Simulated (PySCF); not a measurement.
**C2H7BBrN (SMILES CCNBBr) at 6 levels**

Wanted: a comparison of 6 runs (HF/def2-SVP, B3LYP/6-31G*, SVWN5/cc-pVDZ, PBE0/def2-SVP, B3LYP/aug-cc-pVDZ, BP86/def2-TZVP) of C2H7BBrN. Input form: a Python script.

Program for the calculation: PySCF 2.14.0.

### Step 1. The system as given

C2H7BBrN has 12 atoms, charge 0, and is taken as a singlet. SMILES: `CCNBBr`. Geometry: relaxed at GFN2-xTB. This is one conformer, not always the lowest.

Bond lengths: C1–C2 1.526 Å, C2–N3 1.448 Å, N3–B4 1.375 Å, B4–Br5 1.889 Å, C1–H6 1.086 Å, C1–H7 1.088 Å, C1–H8 1.087 Å, C2–H9 1.097 Å, C2–H10 1.092 Å, N3–H11 1.013 Å, B4–H12 1.170 Å. Some angles: C1–C2–N3 111.4°, C2–N3–B4 127.8°, N3–B4–Br5 118.4°, C1–C2–H9 109.6°, C1–C2–H10 110.1°, N3–C2–H9 109.2°, N3–C2–H10 108.1°, C2–C1–H6 110.1°, C2–C1–H7 110.6°, C2–C1–H8 110.3°.

### Step 2. Energy and gradient at HF/def2-SVP (run 1)

Input file input.py:

```python
from pyscf import gto

mol = gto.M(
    atom=[
    ('C', (-0.813990, -0.362440, 1.393530)),
    ('C', (0.452460, -0.394870, 0.542660)),
    ('N', (0.162300, -0.115330, -0.848550)),
    ('B', (0.605540, 0.942930, -1.606200)),
    ('Br', (0.030600, 1.066620, -3.401480)),
    ('H', (-0.570690, -0.569170, 2.431820)),
    ('H', (-1.525450, -1.110250, 1.049050)),
    ('H', (-1.283630, 0.616420, 1.332850)),
    ('H', (0.923600, -1.382060, 0.622150)),
    ('H', (1.162610, 0.354560, 0.897490)),
    ('H', (-0.469020, -0.800090, -1.246620)),
    ('H', (1.325660, 1.753670, -1.166710)),
],
    verbose=3,
    basis='def2-svp',
    max_memory=1860,
)

hf = mol.RHF()
hf.conv_tol = 1e-10
hf.kernel()
if not hf.converged:
    hf = hf.newton().run(hf.mo_coeff, hf.mo_occ)

etot = hf.e_tot
print('E = %.10f Eh' % etot)
grad = hf.nuc_grad_method().kernel()
hf.analyze()
```

On the command line:

```
OMP_NUM_THREADS=1 python input.py
```

The program printed:

```text
converged SCF energy = -2731.01361846916
[... 11 lines left out ...]
MO #2   energy= -65.1167372163733  occ= 2
[... 10 lines left out ...]
MO #13  energy= -7.41739873159103  occ= 2
[... 10 lines left out ...]
MO #24  energy= -0.656212838071976 occ= 2
[... 10 lines left out ...]
MO #35  energy= 0.166755910422622  occ= 0
[... 10 lines left out ...]
MO #46  energy= 0.395620860042722  occ= 0
[... 10 lines left out ...]
MO #57  energy= 0.754477115044097  occ= 0
[... 10 lines left out ...]
MO #68  energy= 0.95259955720875   occ= 0
[... 10 lines left out ...]
MO #79  energy= 1.44378522104914   occ= 0
[... 10 lines left out ...]
MO #90  energy= 2.03572086576568   occ= 0
[... 10 lines left out ...]
MO #101 energy= 2.44498587267154   occ= 0
[... 10 lines left out ...]
MO #112 energy= 3.21058184390022   occ= 0
[... 10 lines left out ...]
MO #123 energy= 4.19641866690305   occ= 0
[... 13 lines left out ...]
Dipole moment(X, Y, Z, Debye): -0.23149, -1.52827,  2.62382
```

Run time: 17 s. Hardware: 1 thread of Arm Neoverse V1, shared host; peak memory 0.34 GiB.

### Step 3. Energy and gradient at B3LYP/6-31G(d) (Cartesian functions) (run 2)

Input file job.py:

```python
import pyscf.grad
from pyscf import gto, dft

molecule = gto.M(
    atom='''
C       -0.813990      -0.362440       1.393530
C        0.452460      -0.394870       0.542660
N        0.162300      -0.115330      -0.848550
B        0.605540       0.942930      -1.606200
Br       0.030600       1.066620      -3.401480
H       -0.570690      -0.569170       2.431820
H       -1.525450      -1.110250       1.049050
H       -1.283630       0.616420       1.332850
H        0.923600      -1.382060       0.622150
H        1.162610       0.354560       0.897490
H       -0.469020      -0.800090      -1.246620
H        1.325660       1.753670      -1.166710
''',
    basis='6-31g*',
    max_memory=1860,
    cart=True,
    charge=0,
    verbose=4,
)

mf = dft.RKS(molecule)
mf.xc = 'b3lyp'
mf.grids.level = 5
mf.conv_tol = 1e-10
mf.kernel()
if not mf.converged:
    mf = mf.newton().run(mf.mo_coeff, mf.mo_occ)

e_final = mf.e_tot
print('E = %.10f Eh' % e_final)
grad = mf.Gradients().kernel()
mf.analyze()
```

On the command line:

```
OMP_NUM_THREADS=1 python job.py
```

The program printed:

```text
PySCF version 2.14.0

[... 100 lines left out ...]
Two-electron Coulomb Energy =         1462.017458875382090
[... 11 lines left out ...]
MO #9   energy= -8.6871472110485   occ= 2
[... 9 lines left out ...]
MO #19  energy= -0.915943024972634 occ= 2
[... 9 lines left out ...]
MO #29  energy= -0.364484994797337 occ= 2
[... 9 lines left out ...]
MO #39  energy= 0.146628326499774  occ= 0
[... 9 lines left out ...]
MO #49  energy= 0.35808989827497   occ= 0
[... 9 lines left out ...]
MO #59  energy= 0.619538018248372  occ= 0
[... 9 lines left out ...]
MO #69  energy= 0.906690788104961  occ= 0
[... 9 lines left out ...]
MO #79  energy= 1.48522671256789   occ= 0
[... 9 lines left out ...]
MO #89  energy= 2.03220470373919   occ= 0
[... 9 lines left out ...]
MO #99  energy= 3.48197100375225   occ= 0
[... 9 lines left out ...]
MO #109 energy= 90.3428043468539   occ= 0
[... 85 lines left out ...]
pop of  4 Br 4dxx         0.00100
pop of  4 Br 4dxy         0.00027
pop of  4 Br 4dxz         0.00258
pop of  4 Br 4dyy         0.00130
pop of  4 Br 4dyz         0.00122
pop of  4 Br 4dzz         0.00328
pop of  4 Br 5dxx         0.00111
pop of  4 Br 5dxy         0.00002
pop of  4 Br 5dxz         0.00016
pop of  4 Br 5dyy         0.00101
pop of  4 Br 5dyz         0.00010
pop of  4 Br 5dzz         0.00223
pop of  5  H 1s           0.88656
pop of  5  H 2s           0.00757
pop of  6  H 1s           0.89526
pop of  6  H 2s           0.00718
pop of  7  H 1s           0.88510
pop of  7  H 2s           0.00809
pop of  8  H 1s           0.89582
pop of  8  H 2s           0.00768
pop of  9  H 1s           0.88295
pop of  9  H 2s           0.00793
pop of  10  H 1s          0.76688
pop of  10  H 2s          0.01276
pop of  11  H 1s          0.97880
pop of  11  H 2s          0.00577
 ** Mulliken atomic charges  **
charge of    0C =     -0.30357
charge of    1C =     -0.06860
charge of    2N =     -0.24161
charge of    3B =      0.07661
charge of    4Br =     -0.21447
charge of    5H =      0.10587
charge of    6H =      0.09756
charge of    7H =      0.10681
charge of    8H =      0.09650
charge of    9H =      0.10912
charge of   10H =      0.22036
charge of   11H =      0.01543
Dipole moment(X, Y, Z, Debye): -0.34996, -1.70031,  2.70733
```

Run time: 63 s. Hardware: 1 thread of Arm Neoverse V1, shared host; peak memory 1.1 GiB.

Runs 3 to 5 aren't shown in full; the table further down has their settings and results.

### Step 4. Energy and forces at BP86/def2-TZVP (run 6)

Input file input.py:

```python
import pyscf.grad
from pyscf import gto, dft

mol = gto.Mole()
mol.atom = '''
C       -0.813990      -0.362440       1.393530
C        0.452460      -0.394870       0.542660
N        0.162300      -0.115330      -0.848550
B        0.605540       0.942930      -1.606200
Br       0.030600       1.066620      -3.401480
H       -0.570690      -0.569170       2.431820
H       -1.525450      -1.110250       1.049050
H       -1.283630       0.616420       1.332850
H        0.923600      -1.382060       0.622150
H        1.162610       0.354560       0.897490
H       -0.469020      -0.800090      -1.246620
H        1.325660       1.753670      -1.166710
'''
mol.max_memory = 1860
mol.verbose = 4
mol.basis = 'def2-tzvp'
mol.spin = 0
mol.build()

mf = dft.RKS(mol)
mf.xc = 'bp86'
mf.conv_tol = 1e-10
mf.grids.level = 5
mf.kernel()
if not mf.converged:
    mf = mf.newton().run(mf.mo_coeff, mf.mo_occ)

e_final = mf.e_tot
print('E(%s) = %.9f' % ('BP86', e_final))
grad = mf.Gradients().kernel()
mf.analyze()
```

On the command line:

```
OMP_NUM_THREADS=1 python input.py
```

The program printed:

```text
PySCF version 2.14.0

[... 112 lines left out ...]
MO #5   energy= -55.7329935333111  occ= 2
[... 18 lines left out ...]
MO #24  energy= -0.44699434301608  occ= 2
[... 18 lines left out ...]
MO #43  energy= 0.104631284242689  occ= 0
[... 18 lines left out ...]
MO #62  energy= 0.380674543737902  occ= 0
[... 18 lines left out ...]
MO #81  energy= 0.706476927608197  occ= 0
[... 18 lines left out ...]
MO #100 energy= 1.28434551144276   occ= 0
[... 18 lines left out ...]
MO #119 energy= 1.59572700707255   occ= 0
[... 18 lines left out ...]
MO #138 energy= 2.12316161929109   occ= 0
[... 18 lines left out ...]
MO #157 energy= 2.63187473799308   occ= 0
[... 18 lines left out ...]
MO #176 energy= 3.32437787577102   occ= 0
[... 18 lines left out ...]
MO #195 energy= 4.28721840298197   occ= 0
[... 18 lines left out ...]
MO #214 energy= 31.949430561437    occ= 0
[... 190 lines left out ...]
pop of  7 H 2py           0.00042
pop of  7 H 2pz           0.00004
pop of  8 H 1s            0.88161
pop of  8 H 2s            0.00425
pop of  8 H 3s            0.00261
pop of  8 H 2px           0.00018
pop of  8 H 2py           0.00050
pop of  8 H 2pz           0.00023
pop of  9 H 1s            0.87057
pop of  9 H 2s            0.00427
pop of  9 H 3s            0.00267
pop of  9 H 2px           0.00031
pop of  9 H 2py           0.00029
pop of  9 H 2pz           0.00017
pop of  10 H 1s           0.75443
pop of  10 H 2s           0.00582
pop of  10 H 3s           0.00441
pop of  10 H 2px          0.00096
pop of  10 H 2py          0.00061
pop of  10 H 2pz          0.00029
pop of  11 H 1s           0.97768
pop of  11 H 2s           0.00397
pop of  11 H 3s           0.00155
pop of  11 H 2px          0.00039
pop of  11 H 2py          0.00060
pop of  11 H 2pz          0.00018
 ** Mulliken atomic charges  **
charge of    0C =     -0.35227
charge of    1C =     -0.09334
charge of    2N =     -0.25183
charge of    3B =     -0.04070
charge of    4Br =     -0.10022
charge of    5H =      0.12156
charge of    6H =      0.11328
charge of    7H =      0.12210
charge of    8H =      0.11060
charge of    9H =      0.12172
charge of   10H =      0.23348
charge of   11H =      0.01563
Dipole moment(X, Y, Z, Debye): -0.36529, -1.65328,  2.55374
```

Run time: 5.3 min. Hardware: 1 thread of Arm Neoverse V1, shared host; peak memory 1.8 GiB.

### Step 5. All runs side by side

```tsv
run	level	Cartesian functions	integration grid	energy (Eh)	dipole moment (D)	HOMO energy (eV)	LUMO energy (eV)	wall time
1	HF/def2-SVP	no	–	-2731.013618	3.05	-10.50	4.01	17 s
2	B3LYP/6-31G* (Cartesian functions)	yes	5	-2733.994227	3.22	-7.15	0.38	63 s
3	SVWN5/cc-pVDZ	no	5	-2729.191789	3.10	-6.28	-0.72	52 s
4	PBE0/def2-SVP	no	5	-2733.340826	3.07	-7.48	0.40	76 s
5	B3LYP/aug-cc-pVDZ	no	5	-2734.287961	3.09	-7.35	-0.43	3.2 min
6	BP86/def2-TZVP	no	5	-2734.587336	3.06	-6.43	-0.86	5.3 min
```

### Step 6. Outcome

```
                       quantity           value
            run 6: total energy  -2734.58734 Eh
           run 6: dipole moment          3.06 D
             run 6: HOMO energy        -6.43 eV
             run 6: LUMO energy        -0.86 eV
           run 6: HOMO–LUMO gap         5.57 eV
run 6: largest force on an atom      1.208 eV/Å
```

**Reading.** The dipole moment (its size) runs from 3.05 D (HF/def2-SVP) to 3.22 D (B3LYP/6-31G*). The two ends differ in method and basis. The HOMO–LUMO gap runs from 5.55 eV (SVWN5/cc-pVDZ) to 14.51 eV (HF/def2-SVP). Totals of different functionals can't be ranked against each other. All runs together took 12 min, the longest 5.3 min.
